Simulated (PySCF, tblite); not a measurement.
# C3H12ClFSi3: geometry, infrared bands and NMR shifts

Wanted: the infrared bands and NMR shifts of C3H12ClFSi3 (`FC[Si]([SiH3])([SiH3])CCCl`), by calculation.

Computed with tblite 0.8.0 and PySCF 2.14.0, with density-fitted response routines of our own, on a single molecule in the gas phase. Atoms count from 0, in the outputs and in this text.

### 1 Starting geometry

20 atoms, charge 0, multiplicity 1; geometry from: force field or distance geometry start.

Bonds of the start (Å): F0–C1 1.40, C1–Si2 1.83, Si2–Si3 2.25, Si2–Si4 2.27, Si2–C5 1.81, C5–C6 1.49, C6–Cl7 1.77, C1–H8 1.10, C1–H9 1.13, Si3–H10 1.48, Si3–H11 1.47, Si3–H12 1.50, Si4–H13 1.47, Si4–H14 1.48, Si4–H15 1.47, C5–H16 1.12, C5–H17 1.12, C6–H18 1.11, C6–H19 1.13.

### 2 Relaxing the molecule with GFN2-xTB

Job settings and geometry (Å):

```
{"job": {"kind": "relax", "xc": "GFN2-xTB", "basis": "xTB"}, "charge": 0, "multiplicity": 1}
F     -1.424700    -0.843600     2.382300
C     -0.330800    -0.099700     1.928100
Si    -0.270300     0.050800     0.107500
Si    -1.519000    -1.556800    -0.856600
Si    -1.428100     1.946200    -0.354100
C      1.350100     0.282800    -0.662200
C      2.455300    -0.643000    -0.298300
Cl     2.904300    -0.676800     1.415800
H      0.565000    -0.517200     2.416200
H     -0.454600     0.931400     2.373400
H     -0.978400    -2.898400    -0.563600
H     -1.629100    -1.291800    -2.297100
H     -2.907300    -1.393100    -0.313300
H     -2.812900     1.625900    -0.732200
H     -1.358700     2.865000     0.802700
H     -0.809400     2.528800    -1.552900
H      1.234300     0.243900    -1.776600
H      1.688300     1.339000    -0.485300
H      2.352300    -1.661000    -0.724600
H      3.368500    -0.221700    -0.812400
```

The run is started by

```sh
> OMP_NUM_THREADS=1 python probes_run.py task.json out
```

One launch serves the whole session: the jobs run in the order shown.

Log:

```text
step      E/eV     max force
  0    -733.11617    3.014
  1    -733.43355    1.084
  2    -733.52148    0.961
  3    -733.59634    0.813
  4    -733.65955    0.563
  5    -733.70634    0.475
  6    -733.74293    0.460
  7    -733.77542    0.549
  8    -733.80448    0.443
  9    -733.82989    0.434
 10    -733.85189    0.317
 11    -733.86703    0.234
 12    -733.87420    0.210
 13    -733.87870    0.144
 14    -733.88305    0.141
 15    -733.88750    0.181
 16    -733.89245    0.173
 17    -733.89759    0.207
 18    -733.90269    0.179
 19    -733.90782    0.188
 20    -733.91304    0.194
 21    -733.91773    0.176
 22    -733.92212    0.169
 23    -733.92716    0.179
 24    -733.93300    0.189
 25    -733.93953    0.232
 26    -733.94664    0.269
 27    -733.95340    0.221
 28    -733.95896    0.159
 29    -733.96423    0.146
 30    -733.97037    0.178
 31    -733.97748    0.236
 32    -733.98442    0.215
 33    -733.98973    0.166
 34    -733.99413    0.140
 35    -733.99923    0.189
 36    -734.00392    0.167
 37    -734.00661    0.103
 38    -734.00762    0.080
 39    -734.00835    0.070
 40    -734.00900    0.055
 41    -734.01056    0.052
 42    -734.01107    0.061
 43    -734.01196    0.055
 44    -734.01274    0.049
 45    -734.01375    0.058
 46    -734.01454    0.063
 47    -734.01533    0.066
 48    -734.01636    0.074
 49    -734.01803    0.106
 50    -734.02045    0.133
 51    -734.02340    0.140
 52    -734.02639    0.125
 53    -734.02899    0.123
 54    -734.03106    0.089
 55    -734.03246    0.100
 56    -734.03306    0.143
 57    -734.03426    0.073
 58    -734.03521    0.062
 59    -734.03637    0.074
 60    -734.03753    0.075
 61    -734.03862    0.082
 62    -734.03955    0.077
 63    -734.04051    0.076
 64    -734.04159    0.076
 65    -734.04262    0.074
 66    -734.04338    0.069
 67    -734.04393    0.056
 68    -734.04434    0.090
 69    -734.04489    0.058
 70    -734.04557    0.044
 71    -734.04598    0.049
 72    -734.04636    0.054
 73    -734.04686    0.056
 74    -734.04750    0.061
 75    -734.04805    0.057
 76    -734.04837    0.038
 77    -734.04857    0.033
 78    -734.04879    0.033
 79    -734.04910    0.045
 80    -734.04953    0.050
 81    -734.05005    0.059
 82    -734.05060    0.064
 83    -734.05111    0.059
 84    -734.05150    0.055
 85    -734.05191    0.047
 86    -734.05231    0.048
 87    -734.05276    0.050
 88    -734.05309    0.045
 89    -734.05350    0.048
 90    -734.05381    0.034
 91    -734.05400    0.037
 92    -734.05413    0.035
 93    -734.05430    0.032
 94    -734.05452    0.035
 95    -734.05474    0.025
 96    -734.05489    0.021
 97    -734.05498    0.022
 98    -734.05509    0.026
 99    -734.05528    0.038
100    -734.05567    0.057
101    -734.05630    0.082
102    -734.05702    0.075
103    -734.05755    0.072
104    -734.05809    0.064
105    -734.05863    0.054
106    -734.05932    0.050
107    -734.05981    0.044
108    -734.06019    0.051
109    -734.06065    0.053
110    -734.06149    0.071
111    -734.06258    0.076
112    -734.06354    0.048
113    -734.06405    0.059
114    -734.06442    0.044
115    -734.06475    0.035
116    -734.06544    0.049
117    -734.06637    0.053
118    -734.06743    0.085
119    -734.06824    0.069
120    -734.06876    0.067
121    -734.06925    0.050
122    -734.06950    0.031
123    -734.06979    0.036
124    -734.07004    0.036
125    -734.07035    0.043
126    -734.07080    0.049
127    -734.07138    0.057
128    -734.07204    0.068
129    -734.07276    0.060
130    -734.07335    0.067
131    -734.07368    0.070
132    -734.07441    0.044
133    -734.07504    0.038
134    -734.07574    0.050
135    -734.07621    0.048
136    -734.07658    0.040
137    -734.07682    0.029
138    -734.07700    0.022
139    -734.07710    0.023
140    -734.07722    0.023
141    -734.07733    0.028
142    -734.07747    0.029
143    -734.07764    0.035
144    -734.07783    0.033
145    -734.07801    0.033
146    -734.07816    0.023
147    -734.07827    0.026
148    -734.07835    0.024
149    -734.07842    0.020
150    -734.07848    0.020
151    -734.07857    0.025
152    -734.07869    0.029
153    -734.07884    0.029
154    -734.07897    0.022
155    -734.07907    0.018
156    -734.07919    0.022
157    -734.07939    0.034
158    -734.07970    0.037
159    -734.08003    0.033
160    -734.08027    0.023
161    -734.08037    0.031
162    -734.08040    0.027
163    -734.08047    0.022
164    -734.08053    0.020
165    -734.08059    0.025
166    -734.08065    0.020
167    -734.08069    0.012
168    -734.08071    0.010
169    -734.08073    0.011
170    -734.08077    0.013
171    -734.08082    0.017
172    -734.08089    0.023
173    -734.08098    0.026
174    -734.08107    0.023
175    -734.08113    0.015
176    -734.08117    0.013
177    -734.08119    0.010
178    -734.08122    0.013
179    -734.08124    0.013
180    -734.08127    0.011
181    -734.08130    0.012
182    -734.08132    0.010
183    -734.08134    0.012
184    -734.08137    0.012
185    -734.08139    0.011
186    -734.08141    0.014
187    -734.08143    0.016
188    -734.08146    0.012
189    -734.08148    0.010
190    -734.08150    0.011
191    -734.08152    0.011
192    -734.08153    0.008
```

It took 3.6 s on 1 thread of Arm Neoverse N1, shared host; peak memory 0.18 GiB.

The steps of the relaxation: (not every step is listed)

```tsv
step	energy from step 0 (eV)	largest force (eV/Å)
0	0.0000	3.0141
1	-0.3174	1.0841
2	-0.4053	0.9611
3	-0.4802	0.8130
4	-0.5434	0.5634
5	-0.5902	0.4748
6	-0.6268	0.4596
7	-0.6593	0.5488
8	-0.6883	0.4432
25	-0.8234	0.2317
42	-0.8949	0.0608
59	-0.9202	0.0735
76	-0.9322	0.0378
93	-0.9381	0.0323
110	-0.9453	0.0713
127	-0.9552	0.0573
144	-0.9617	0.0328
161	-0.9642	0.0306
178	-0.9651	0.0135
187	-0.9653	0.0155
188	-0.9653	0.0124
189	-0.9653	0.0100
190	-0.9653	0.0108
191	-0.9653	0.0106
192	-0.9654	0.0075
```

Close pairs (by a distance rule), those that changed most:

```tsv
bond	before (Å)	after (Å)	change (Å)
Si2–C5	1.809	1.937	+0.129
C1–Si2	1.828	1.941	+0.113
Si2–Si3	2.252	2.341	+0.088
Si2–Si4	2.269	2.342	+0.074
C6–H19	1.129	1.092	-0.038
C1–H9	1.130	1.094	-0.036
Si3–H12	1.500	1.463	-0.036
C5–H17	1.123	1.091	-0.032
```

The final coordinates are the input of the step that follows.

### 3 Harmonic vibrations with GFN2-xTB

Job settings and geometry (Å):

```
{"job": {"kind": "ir", "xc": "GFN2-xTB", "basis": "xTB"}, "charge": 0, "multiplicity": 1}
F     -1.618665     0.235517     2.491176
C     -0.327931     0.086166     2.008311
Si    -0.395165     0.189798     0.071571
Si    -1.175456    -1.860893    -0.744085
Si    -1.594514     2.146919    -0.393794
C      1.429975     0.505448    -0.496624
C      2.273943    -0.741642    -0.648423
Cl     2.356957    -1.644866     0.888827
H      0.032876    -0.868171     2.397125
H      0.260278     0.887105     2.464727
H     -0.587091    -3.044770    -0.112446
H     -0.889418    -1.967531    -2.181874
H     -2.627293    -1.961711    -0.590816
H     -3.020017     1.854968    -0.543448
H     -1.467610     3.191751     0.625040
H     -1.149125     2.748884    -1.657286
H      1.415539     1.001038    -1.468983
H      1.926626     1.188526     0.194396
H      1.846110    -1.424688    -1.382909
H      3.304832    -0.511169    -0.923522
```

Log:

```text
mode    cm-1     km/mol
  1     -11.6      0.03
  2      29.6      3.09
  3      39.6      1.26
  4      63.3      0.06
  5      78.2      0.73
  6      85.6      1.28
  7      95.2      1.45
  8     106.7      4.38
  9     136.3     11.96
 10     147.6      4.80
 11     220.3      6.66
 12     281.2     22.21
 13     344.9      3.99
 14     381.3     12.96
 15     399.8      8.27
 16     417.0      0.88
 17     436.6     23.02
 18     450.2     34.93
 19     498.1     15.85
 20     633.4      9.33
 21     656.1     23.69
 22     667.2     47.77
 23     727.4    438.59
 24     758.9    676.65
 25     777.0    102.21
 26     790.1    139.63
 27     800.3     47.45
 28     806.1    136.56
 29     811.3    211.30
 30     819.1    218.64
 31     920.6      4.06
 32    1006.8     60.01
 33    1058.4      9.10
 34    1107.0      2.13
 35    1167.6     14.49
 36    1198.5     16.24
 37    1265.9      2.17
 38    1269.1     31.00
 39    1283.0      3.75
 40    1446.0      1.47
 41    1448.3      4.61
 42    1470.1      1.95
 43    2195.9    121.79
 44    2206.6    398.29
 45    2238.0    244.62
 46    2240.4    265.16
 47    2252.9     28.37
 48    2262.7    518.84
 49    2939.4     24.18
 50    2958.1     13.37
 51    2961.6     21.98
 52    2966.9     26.71
 53    2977.1     20.46
 54    2982.4     15.41
```

Run time: 1.9 s. Hardware: 1 thread of Arm Neoverse N1, shared host; peak memory 0.18 GiB.

Which atoms move in the most intense modes:

```tsv
cm⁻¹	km/mol	atoms
727	438.6	H8 27 %, H9 26 %, C1 17 %
759	676.6	H13 13 %, H10 12 %, H12 12 %, H14 11 %
811	211.3	H12 27 %, H15 26 %, H14 14 %, H11 13 %
819	218.6	H10 39 %, H14 16 %, H11 15 %, H12 13 %
2207	398.3	H15 88 %
2238	244.6	H10 91 %
2240	265.2	H14 92 %
2263	518.8	H13 68 %, H12 28 %
```

### 4 NMR shieldings: PBE0/pcSseg-1

Settings changed since step 3:

```diff
@@ -1,2 +1,2 @@
-{"job": {"kind": "ir", "xc": "GFN2-xTB", "basis": "xTB"}, "charge": 0, "multiplicity": 1}
+{"job": {"kind": "nmr", "xc": "PBE0", "basis": "pcSseg-1"}, "charge": 0, "multiplicity": 1}
 F     -1.618665     0.235517     2.491176
```

Level: GIAO PBE0/pcSseg-1 NMR shielding, non-relativistic, gas phase.

Log:

```text
coarse grid: 18280 points
cycle   1  E = -1549.1133200044  dE =  3.097e-01  |g| = 4.983e-01  |ddm| = 3.906e+00
cycle   2  E = -1549.0951769164  dE =  1.814e-02  |g| = 6.387e-01  |ddm| = 9.786e-01
cycle   3  E = -1549.1616577249  dE = -6.648e-02  |g| = 6.502e-02  |ddm| = 5.619e-01
cycle   4  E = -1549.1622511047  dE = -5.934e-04  |g| = 2.981e-02  |ddm| = 7.337e-02
cycle   5  E = -1549.1624415667  dE = -1.905e-04  |g| = 5.689e-03  |ddm| = 3.089e-02
cycle   6  E = -1549.1624490989  dE = -7.532e-06  |g| = 1.728e-03  |ddm| = 8.750e-03
final grid: 157216 points
cycle   7  E = -1549.2125097136  dE = -3.576e-05  |g| = 8.646e-03  |ddm| = 2.605e-02
cycle   8  E = -1549.2124941517  dE =  1.556e-05  |g| = 1.198e-02  |ddm| = 1.821e-02
cycle   9  E = -1549.2125267232  dE = -3.257e-05  |g| = 1.013e-03  |ddm| = 1.101e-02
cycle  10  E = -1549.2125268790  dE = -1.558e-07  |g| = 2.778e-04  |ddm| = 1.249e-03
cycle  11  E = -1549.2125268923  dE = -1.332e-08  |g| = 5.508e-05  |ddm| = 2.950e-04
cycle  12  E = -1549.2125268930  dE = -6.571e-10  |g| = 1.400e-05  |ddm| = 8.335e-05
converged SCF energy = -1549.2125268930

GIAO shielding tensors (ppm)
atom      isotropic    diamagn.    paramagn.     s11        s22        s33       span
  0 F      450.645     473.078     -22.433    390.894    474.214    486.828     95.933
  1 C      100.942     248.448    -147.506     49.596     79.664    173.567    123.972
  2 Si     392.192     881.099    -488.907    373.506    386.470    416.599     43.093
  3 Si     464.089     880.282    -416.193    437.479    470.683    484.104     46.624
  4 Si     458.789     880.185    -421.396    439.256    455.917    481.194     41.938
  5 C      164.023     254.362     -90.339    146.078    163.682    182.310     36.233
  6 C      136.010     246.775    -110.765    106.825    137.909    163.296     56.471
  7 Cl     830.839    1148.070    -317.231    646.032    790.982   1055.502    409.471
  8 H       26.094      30.440      -4.346     20.687     26.615     30.980     10.294
  9 H       26.682      30.686      -4.004     22.045     28.270     29.732      7.688
 10 H       27.754      28.907      -1.153     23.505     27.129     32.628      9.124
 11 H       28.169      29.247      -1.079     24.876     25.877     33.754      8.878
 12 H       28.062      28.879      -0.817     24.220     25.861     34.105      9.885
 13 H       28.120      28.702      -0.582     24.334     26.089     33.938      9.604
 14 H       27.990      28.810      -0.821     24.345     25.966     33.657      9.312
 15 H       28.350      29.141      -0.791     24.632     26.534     33.884      9.252
 16 H       30.631      32.711      -2.079     24.500     29.573     37.820     13.320
 17 H       30.410      32.520      -2.111     26.038     29.794     35.397      9.359
 18 H       28.235      30.109      -1.874     24.621     26.754     33.329      8.709
 19 H       27.704      28.255      -0.551     20.817     27.030     35.264     14.447
```

It took 76 s on 1 thread of Arm Neoverse N1, shared host; peak memory 1 GiB.

The references, computed at this level on geometries of the same kind, shield at (ppm): ¹H TMS 31.72, ¹³C TMS 186.9, ²⁹Si TMS 349.2, ¹⁹F CFCl3 170.9, ³⁵Cl HCl 950. Their shielding less the atom's gives the shift. The references are single molecules in the gas phase, so shifts against H2O, NH3, PH3, H3PO4 or CFCl3 are not on the usual liquid scales and can be off by tens of ppm. Atoms listed in one row are averaged.

```tsv
atoms	environment	σ (ppm)	δ (ppm)	δ scaled to CDCl3
C1	sp3 CH2 bonded to F and Si	100.9	86.0	82.0
C6	sp3 CH2 bonded to Cl	136.0	50.9	47.8
C5	sp3 CH2 bonded to Si	164.0	22.9	20.4
H8, H9	hydrogen on an sp3 CH2 bonded to F and Si	26.39	5.33	5.13
H18, H19	hydrogen on an sp3 CH2 bonded to Cl	27.97	3.75	3.64
H10, H11, H12, H13, H14, H15	hydrogen on a silicon bonded to Si	28.07	3.64	–
H16, H17	hydrogen on an sp3 CH2 bonded to Si	30.52	1.20	1.23
F0	fluorine on an sp3 carbon	450.6	-279.7	–
Si2	silicon bonded to 2 C, 2 Si	392.2	-43.0	–
Si3, Si4	silicon bonded to Si, 3 H	461.4	-112.3	–
Cl7	chlorine bonded to C	831	119	–
```

The scaled column applies a straight-line fit of computed shieldings to shifts measured in CDCl3, with any fitted terms for Cl, Br or S neighbours, and one for carbons that bear F (root-mean-square error 0.16 ppm for H, 1.9 ppm for C).

Charges from the same density, by scheme (e):

```tsv
atoms	Mulliken	IAO	Hirshfeld	ESP fit
F0	-0.35	-0.33	-0.13	-0.22
C1	-0.08	-0.21	-0.07	-0.13
Si2	0.14	0.45	0.21	0.25
Si3, Si4	0.28	0.29	0.21	0.17
C5	-0.51	-0.52	-0.16	-0.21
C6	-0.20	-0.22	-0.03	-0.21
Cl7	-0.17	-0.12	-0.04	-0.17
```

Mayer bond orders: F0–C1 0.84, C1–Si2 0.91, Si2–Si3 0.91, Si2–Si4 0.91, Si2–C5 0.85, C5–C6 1.05, C6–Cl7 0.97.

### 5 Results

| quantity | value |
| --- | --- |
| strongest single infrared mode (GFN2-xTB) | 759 cm⁻¹, 677 km/mol |
| zero-point energy (GFN2-xTB) | 83.3 kcal/mol |
| ¹³C shifts against TMS (PBE0/pcSseg-1) | 86.0, 50.9, 22.9 ppm |
| ¹H shifts against TMS (PBE0/pcSseg-1, means over atoms taken as alike) | 5.33, 3.75, 3.64, 1.20 ppm |
| ¹⁹F shifts against CFCl3 (PBE0/pcSseg-1) | -279.7 ppm |
| ²⁹Si shifts against TMS (PBE0/pcSseg-1, means over atoms taken as alike) | -43.0, -112.3 ppm |
| ³⁵Cl shifts against HCl (PBE0/pcSseg-1) | 119 ppm |

What this shows: Over 192 steps the energy fell by 0.965 eV; of the close pairs, Si2–C5 changed most, 1.809 to 1.937 Å. The lowest mode is slightly imaginary (12i cm⁻¹), a soft motion within the noise of the Hessian, so the minimum is not strictly shown. The strongest single mode, at 759 cm⁻¹, has its largest shares on H13, H10, H12 and H14 (the list is cut at 4 atoms). Unscaled tight-binding wavenumbers are off by several per cent, some by more. Its intensities can rank the bands wrongly. C1 (sp3 CH2 bonded to F and Si) lies farthest downfield among carbon, at 86.0 ppm; deshielded by the electronegative neighbour. H8, H9 (mean) (hydrogen on an sp3 CH2 bonded to F and Si) lies farthest downfield among hydrogen, at 5.33 ppm; its carbon carries F, hence the downfield position. At PBE0/pcSseg-1: Shielding is most anisotropic at Cl7 (span 409 ppm, paramagnetic term -317 ppm).
